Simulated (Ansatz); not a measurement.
# TiTe2: LAPW beside PAW

Aim: solve TiTe2 at one geometry with all-electron LAPW, PAW on the default files and all-electron PAW on datasets made for the crystal, and see where they agree.

Computed with Ansatz 0.2.0 (DFT PBE, scalar-relativistic, unless a step's input says otherwise).

## 1. The structure to begin with

It takes space group P-3m1 (No. 164, trigonal). Conventional cell: a = 3.777 Å, b = 3.777 Å, c = 6.498 Å, α = 90.00°, β = 90.00°, γ = 120.00°. Around Ti (site symmetry -3m) lie 6 Te at 2.77 Å. Around Te (site symmetry 3m) lie 3 Ti at 2.77 Å.

Structure file:

```
CELL_PARAMETERS angstrom
3.77700 0.00000 0.00000
-1.88850 3.27098 0.00000
0.00000 0.00000 6.49800
ATOMIC_POSITIONS crystal
Ti 0.00000 0.00000 0.00000
Te 0.66667 0.33333 0.26280
Te 0.33333 0.66667 0.73720
```

The structure is an experimental refinement, used without relaxation.

Atoms are numbered in the order of the input: Ti1, Te2, Te3.

## 2. All-electron LAPW

The input, input.yaml:

```yaml
crystal:
  lattice:
    - [3.7770008876, 0.0, 0.0]
    - [-1.8885004438, 3.2709787188, 0.0]
    - [0.0, 0.0, 6.498]
  atoms:
    - { symbol: Ti, position: [0.0, 0.0, 0.0] }
    - { symbol: Te, position: [0.6666666667, 0.3333333333, 0.2628] }
    - { symbol: Te, position: [0.3333333333, 0.6666666667, 0.7372] }
kpoints:
  mp_grid: { grid: [10, 10, 5] }
  band_path:
    path:
      - [0.0, 0.0, 0.0]
      - [0.5, 0.0, 0.0]
      - [0.3333333333, 0.3333333333, 0.0]
      - [0.0, 0.0, 0.0]
      - [0.0, 0.0, 0.5]
      - [0.5, 0.0, 0.5]
      - [0.3333333333, 0.3333333333, 0.5]
      - [0.0, 0.0, 0.5]
      - [0.5, 0.0, 0.5]
    npoints: 8
scf:
  occupations: { method: fermi_dirac, width: 0.08 }
hamiltonian:
  xc: pbe
  pseudopotentials: { kind: all_electron, lapw: { basis_error: 0.001 } }
output:
  forces: true
  stress: true
  eigenvalues: true
  populations: true
  dos: { projected: true, de: 0.2, e_range: [-14, 8] }
```

## 3. PAW on the default files

input.yaml, as its differences from that of step 2:

```diff
@@ -27,3 +27,3 @@
   xc: pbe
-  pseudopotentials: { kind: all_electron, lapw: { basis_error: 0.001 } }
+  pseudopotentials: { kind: paw }
 output:
@@ -32,3 +32,5 @@
   eigenvalues: true
+  efg: { contact_densities: true }
   populations: true
+  bader: true
   dos: { projected: true, de: 0.2, e_range: [-14, 8] }
```

## 4. All-electron PAW on datasets made for the crystal

input.yaml, as its differences from that of step 3:

```diff
@@ -27,3 +27,3 @@
   xc: pbe
-  pseudopotentials: { kind: paw }
+  pseudopotentials: { kind: all_electron, datasets: crystal }
 output:
@@ -33,4 +33 @@
   efg: { contact_densities: true }
-  populations: true
-  bader: true
-  dos: { projected: true, de: 0.2, e_range: [-14, 8] }
```

(Steps that only read results are left out.)

**Question.** What will these runs give? Wanted: pressure; gap; largest force; Bader charges.

As calculated:

| quantity | value |
| --- | --- |
| pressure | LAPW 0.92, PAW 0.92, crystal datasets 0.92 GPa |
| gap (LAPW) | none |
| largest force | LAPW 0.026, PAW 0.028, crystal datasets 0.027 eV/Å |
| Bader charges (PAW) | Ti1 +1.36, Te2 -0.68 e |

What this shows: The pressure of 0.9 GPa pushes the cell to expand, with the atoms held in place. There is no gap at this level; the crystal is a metal here. Ti 3d carries the largest share, 73 %, of the projected states within 0.3 eV of the Fermi level. The projection holds only the free atom's occupied shells (Ti 4s, Ti 3d, Te 5s, Te 5p in this range). The field gradient at Te2, the largest by crystal datasets, is -6.01 by PAW and -6.08 by crystal datasets (10²¹ V/m²), within 5 %. No spin–orbit coupling: at heavy atoms the gradients can be off by tens of per cent for that reason. PAW lies less than 0.01 GPa from LAPW in pressure. The forces differ by at most 1 meV/Å in a component, on a largest force of 0.026 eV/Å. Spin-orbit coupling is left out, though the cell holds Te; in elements this heavy it can shift bands and gaps by tenths of an eV.
